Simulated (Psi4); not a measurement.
**One shape, several levels: CsBr (SMILES [Br][Cs])**

Wanted: a comparison of 3 runs (BHLYP/def2-TZVPP, M06-L/def2-TZVPP, wB97X/def2-TZVPP) of CsBr. 

The calculation is run with Psi4 1.11.

### Step 1. The molecule

CsBr: 2 atoms, total charge 0, spin state singlet. As SMILES, `[Br][Cs]`. The Br1–Cs2 distance was set to 5.530 Å, away from the relaxed value.

### Step 2. A single-point energy at BHLYP/def2-TZVPP (core potential) (run 1)

job.in

```
memory 1600 MB

molecule {
  0 1
  Br     0.000000     0.000000    -2.457849
  Cs     0.000000     0.000000     3.072251
  symmetry c1
}

set reference rks
set puream true
set e_convergence 1e-09
set d_convergence 1e-08
set scf_type pk
set dft_radial_points 99
set dft_spherical_points 590

e, wfn = energy("bhhlyp/def2-TZVPP", return_wfn=True)
oeprop(wfn, "WIBERG_LOWDIN_INDICES", "MULLIKEN_CHARGES", "MAYER_INDICES", title="BHHLYP")
```

Run with:

```sh
$ psi4 -i job.in -o job.out -n 1
```

job.out:

```text
[...]
    !!!  WARNING: ECP capability is in beta. Please check occupations closely.  !!!
[...]
  Running in c1 symmetry.
[...]
  Nuclear repulsion =   30.142460599455710
[...]
  Multiplicity = 1
[...]
  Nalpha       = 22
  Nbeta        = 22
[...]
    Number of basis functions: 84
[...]
   @RKS iter   1: -2593.84982513048953   -1.86961e+00   1.79368e-02 DIIS/ADIIS
[...]
   @RKS iter  13: -2594.26888205148452   -1.59162e-11   2.41834e-09 DIIS
[...]
    Orbital Energies [Eh]
    ---------------------
    Doubly Occupied:
       1A   -485.389469     2A    -63.309239     3A    -56.948546
       4A    -56.948246     5A    -56.948246     6A     -8.926971
       7A     -6.668822     8A     -6.667823     9A     -6.667823
      10A     -2.643101    11A     -2.642796    12A     -2.642796
      13A     -2.641878    14A     -2.641877    15A     -1.253708
      16A     -0.685441    17A     -0.685441    18A     -0.682834
      19A     -0.650447    20A     -0.173524    21A     -0.171452
      22A     -0.171452
[...]
  @RKS Final Energy: -2594.26888205148452
   => Energetics <=
    Nuclear Repulsion Energy =             30.1424605994557098
    One-Electron Energy =               -3682.4695138439765287
    Two-Electron Energy =                1106.3028913769546762
    DFT Exchange-Correlation Energy =     -48.2447201839187656
    Empirical Dispersion Energy =           0.0000000000000000
    VV10 Nonlocal Energy =                  0.0000000000000000
    Total Energy =                      -2594.2688820514849795
[...]
 Multipole Moments:
 ------------------------------------------------------------------------------------
     Multipole            Electronic (a.u.)      Nuclear  (a.u.)        Total (a.u.)
 ------------------------------------------------------------------------------------
 L = 1.  Multiply by 2.5417464519 to convert [e a0] to [Debye]
 Dipole X            :          0.0000000            0.0000000            0.0000000
 Dipole Y            :         -0.0000000            0.0000000           -0.0000000
 Dipole Z            :        204.0566545         -194.4511301            9.6055244
 Magnitude           :                                                    9.6055244
[...]
  Mulliken Charges: (a.u.)
   Center  Symbol    Alpha    Beta     Spin     Total
       1    BR    17.94206 17.94206  0.00000 -0.88412
       2    CS     4.05794  4.05794  0.00000  0.88412
   Total alpha = 22.00000, Total beta = 22.00000, Total charge =  0.00000
  Mayer Bond Indices:
[...]
```

Wall time 13 s (1 thread of Intel Xeon at 2.50GHz (Skylake/Cascade Lake), shared host); peak memory 0.52 GiB.

### Step 3. Energy and gradient at M06-L/def2-TZVPP (core potential) (run 2)

job.json

```json
{
 "schema_name": "qcschema_input",
 "schema_version": 1,
 "molecule": {
  "schema_name": "qcschema_molecule",
  "schema_version": 2,
  "symbols": ["Br", "Cs"],
  "geometry": [0.0, 0.0, -4.64466147, 0.0, 0.0, 5.80571298],
  "molecular_charge": 0,
  "molecular_multiplicity": 1,
  "fix_symmetry": "c1",
  "fix_com": true,
  "fix_orientation": true
 },
 "driver": "gradient",
 "model": {
  "method": "m06-l",
  "basis": "def2-TZVPP"
 },
 "keywords": {
  "puream": true,
  "e_convergence": 1e-09,
  "d_convergence": 1e-08,
  "scf_type": "pk",
  "dft_radial_points": 99,
  "dft_spherical_points": 590,
  "scf_properties": ["DIPOLE", "QUADRUPOLE", "MAYER_INDICES"]
 }
}
```

Run with:

```sh
$ psi4 --qcschema job.json -n 1 --memory 1600MB
```

stdout:

```text
[...]
  Running in c1 symmetry.
[...]
  Nuclear repulsion =   30.142460589055734
[...]
  Multiplicity = 1
[...]
  Nalpha       = 22
  Nbeta        = 22
[...]
    Number of basis functions: 84
[...]
   @RKS iter   1: -2593.71574779192542   -1.52488e+00   2.01372e-02 ADIIS/DIIS
[...]
   @RKS iter  16: -2594.23584397313152   -9.54969e-11   6.03211e-09 DIIS
[...]
    Orbital Energies [Eh]
    ---------------------
    Doubly Occupied:
       1A   -481.910883     2A    -62.169853     3A    -55.874064
       4A    -55.873555     5A    -55.873555     6A     -8.494382
       7A     -6.260925     8A     -6.259231     9A     -6.259231
      10A     -2.333389    11A     -2.332973    12A     -2.332973
      13A     -2.331718    14A     -2.331715    15A     -1.101096
      16A     -0.591818    17A     -0.591818    18A     -0.589343
      19A     -0.518810    20A     -0.101975    21A     -0.097589
      22A     -0.097589
[...]
  @RKS Final Energy: -2594.23584397313152
   => Energetics <=
    Nuclear Repulsion Energy =             30.1424605890557338
    One-Electron Energy =               -3682.4147547184084033
    Two-Electron Energy =                1152.5565014548642466
    DFT Exchange-Correlation Energy =     -94.5200512986431534
    Empirical Dispersion Energy =           0.0000000000000000
    VV10 Nonlocal Energy =                  0.0000000000000000
    Total Energy =                      -2594.2358439731315229
[...]
 Multipole Moments:
 ------------------------------------------------------------------------------------
     Multipole            Electronic (a.u.)      Nuclear  (a.u.)        Total (a.u.)
 ------------------------------------------------------------------------------------
 L = 1.  Multiply by 2.5417464519 to convert [e a0] to [Debye]
 Dipole X            :         -0.0000000            0.0000000           -0.0000000
 Dipole Y            :         -0.0000000            0.0000000           -0.0000000
 Dipole Z            :        119.7715746         -110.3117346            9.4598400
 Magnitude           :                                                    9.4598400
 L = 2.  Multiply by 1.3450342976 to convert [e a0^2] to [Debye ang]
 Quadrupole XX       :        -29.8497721            0.0000000          -29.8497721
 Quadrupole XY       :          0.0000000            0.0000000            0.0000000
[...]
  -Total Gradient:
     Atom            X                  Y                   Z
    ------   -----------------  -----------------  -----------------
       1        0.000000000003     0.000000000001    -0.010439350859
       2       -0.000000000000    -0.000000000000     0.010886146662
[...]
```

The result, in JSON:

```text
{
 "driver": "gradient",
 "model": {
  "method": "m06-l",
  "basis": "def2-TZVPP"
 },
 "success": true,
 "return_result": [3.329019840999455e-12, 5.781174397019844e-13, -0.01043935085867613, -3.2951064938444267e-13, -1.8926915683551705e-13, 0.010886146661712144],
 "properties": {
  "calcinfo_nbasis": 84,
  "calcinfo_nmo": 84,
  "calcinfo_nalpha": 22,
  "calcinfo_nbeta": 22,
  "calcinfo_natom": 2,
  "nuclear_repulsion_energy": 30.142460589055734,
  "return_energy": -2594.2358439731315,
  "return_gradient": [3.329019840999455e-12, 5.781174397019844e-13, -0.01043935085867613, -3.2951064938444267e-13, -1.8926915683551705e-13, 0.010886146661712144],
  "scf_one_electron_energy": -3682.4147547184084,
  "scf_two_electron_energy": 1152.5565014548642,
  "scf_xc_energy": -94.52005129864315,
  "scf_dipole_moment": [-1.9853405637934932e-10, -5.6032964246496996e-11, 9.459839990501479],
  "scf_total_energy": -2594.2358439731315,
  "scf_total_gradient": [3.329019840999455e-12, 5.781174397019844e-13, -0.01043935085867613, -3.2951064938444267e-13, -1.8926915683551705e-13, 0.010886146661712144],
  "scf_iterations": 16
 }
}
```

Wall time 35 s (1 thread of Intel Xeon at 2.50GHz (Skylake/Cascade Lake), shared host); peak memory 0.79 GiB.

### Step 4. Energy and gradient at wB97X/def2-TZVPP (core potential) (run 3)

Changes to job.json since step 3:

```diff
@@ -16,3 +16,3 @@
  "model": {
-  "method": "m06-l",
+  "method": "wb97x",
   "basis": "def2-TZVPP"
@@ -26,3 +26,3 @@
   "dft_spherical_points": 590,
-  "scf_properties": ["DIPOLE", "QUADRUPOLE", "MAYER_INDICES"]
+  "scf_properties": ["DIPOLE", "MAYER_INDICES", "LOWDIN_CHARGES"]
  }
```

Run with:

```sh
$ psi4 --qcschema job.json -n 1 --memory 1600MB
```

stdout:

```text
[...]
    !!!  WARNING: ECP capability is in beta. Please check occupations closely.  !!!
[...]
  Running in c1 symmetry.
[...]
  Nuclear repulsion =   30.142460589055734
[...]
  Multiplicity = 1
[...]
  Nalpha       = 22
  Nbeta        = 22
[...]
    Number of basis functions: 84
[...]
   @RKS iter   1: -2593.94120123709808   -1.85072e+00   1.84079e-02 ADIIS/DIIS
[...]
   @RKS iter  12: -2594.36494342111610   -4.86580e-11   6.72950e-09 DIIS
[...]
    Orbital Energies [Eh]
    ---------------------
    Doubly Occupied:
       1A   -482.419916     2A    -62.298693     3A    -56.113026
       4A    -56.112685     5A    -56.112685     6A     -8.578257
       7A     -6.404442     8A     -6.403402     9A     -6.403402
      10A     -2.530122    11A     -2.529853    12A     -2.529853
      13A     -2.529042    14A     -2.529040    15A     -1.280683
      16A     -0.732025    17A     -0.732025    18A     -0.729562
      19A     -0.676139    20A     -0.217938    21A     -0.215644
      22A     -0.215644
[...]
  @RKS Final Energy: -2594.36494342111610
   => Energetics <=
    Nuclear Repulsion Energy =             30.1424605890557338
    One-Electron Energy =               -3682.1168945143003839
    Two-Electron Energy =                1131.6865751845220984
    DFT Exchange-Correlation Energy =     -74.0770846803933551
    Empirical Dispersion Energy =           0.0000000000000000
    VV10 Nonlocal Energy =                  0.0000000000000000
    Total Energy =                      -2594.3649434211160951
[...]
 Multipole Moments:
 ------------------------------------------------------------------------------------
     Multipole            Electronic (a.u.)      Nuclear  (a.u.)        Total (a.u.)
 ------------------------------------------------------------------------------------
 L = 1.  Multiply by 2.5417464519 to convert [e a0] to [Debye]
 Dipole X            :         -0.0000000            0.0000000           -0.0000000
 Dipole Y            :         -0.0000000            0.0000000           -0.0000000
 Dipole Z            :        120.0496205         -110.3117346            9.7378858
 Magnitude           :                                                    9.7378858
[...]
  -Total Gradient:
     Atom            X                  Y                   Z
    ------   -----------------  -----------------  -----------------
       1        0.000000000000    -0.000000000000    -0.011094294064
       2        0.000000000000     0.000000000000     0.008392277005
[...]
```

The result, in JSON:

```text
{
 "driver": "gradient",
 "model": {
  "method": "wb97x",
  "basis": "def2-TZVPP"
 },
 "success": true,
 "return_result": [1.1596263146910158e-13, -4.0938867767906744e-13, -0.011094294063509858, 1.094177748839905e-14, 4.302434864768593e-15, 0.008392277005353818],
 "properties": {
  "calcinfo_nbasis": 84,
  "calcinfo_nmo": 84,
  "calcinfo_nalpha": 22,
  "calcinfo_nbeta": 22,
  "calcinfo_natom": 2,
  "nuclear_repulsion_energy": 30.142460589055734,
  "return_energy": -2594.364943421116,
  "return_gradient": [1.1596263146910158e-13, -4.0938867767906744e-13, -0.011094294063509858, 1.094177748839905e-14, 4.302434864768593e-15, 0.008392277005353818],
  "scf_one_electron_energy": -3682.1168945143004,
  "scf_two_electron_energy": 1131.686575184522,
  "scf_xc_energy": -74.07708468039336,
  "scf_dipole_moment": [-1.4772417529716794e-11, -1.8172849957653126e-11, 9.737885835379402],
  "scf_total_energy": -2594.364943421116,
  "scf_total_gradient": [1.1596263146910158e-13, -4.0938867767906744e-13, -0.011094294063509858, 1.094177748839905e-14, 4.302434864768593e-15, 0.008392277005353818],
  "scf_iterations": 12
 }
}
```

Wall time 33 s (1 thread of Intel Xeon at 2.50GHz (Skylake/Cascade Lake), shared host); peak memory 0.57 GiB.

### Step 5. The series

```csv
run,level,task,energy (Eh),dipole moment (D),HOMO energy (eV),LUMO energy (eV),wall time
1,BHLYP/def2-TZVPP (core potential),energy,-2594.268882,24.41,-4.67,-2.18,13 s
2,M06-L/def2-TZVPP (core potential),gradient,-2594.235844,24.04,-2.66,-2.34,35 s
3,wB97X/def2-TZVPP (core potential),gradient,-2594.364943,24.75,-5.87,-1.01,33 s
```

### Step 6. What came out

| quantity | value |
| --- | --- |
| run 3: total energy | -2594.36494 Eh |
| run 3: dipole moment | 24.75 D |
| run 3: HOMO energy | -5.87 eV |
| run 3: LUMO energy | -1.01 eV |
| run 3: HOMO–LUMO gap | 4.85 eV |

The dipole moment (its size) runs from 24.04 D (M06-L/def2-TZVPP) to 24.75 D (wB97X/def2-TZVPP). The HOMO–LUMO gap runs from 0.32 eV (M06-L/def2-TZVPP) to 4.85 eV (wB97X/def2-TZVPP). Totals of different functionals can't be ranked against each other. All runs together took 81 s, the longest 35 s.
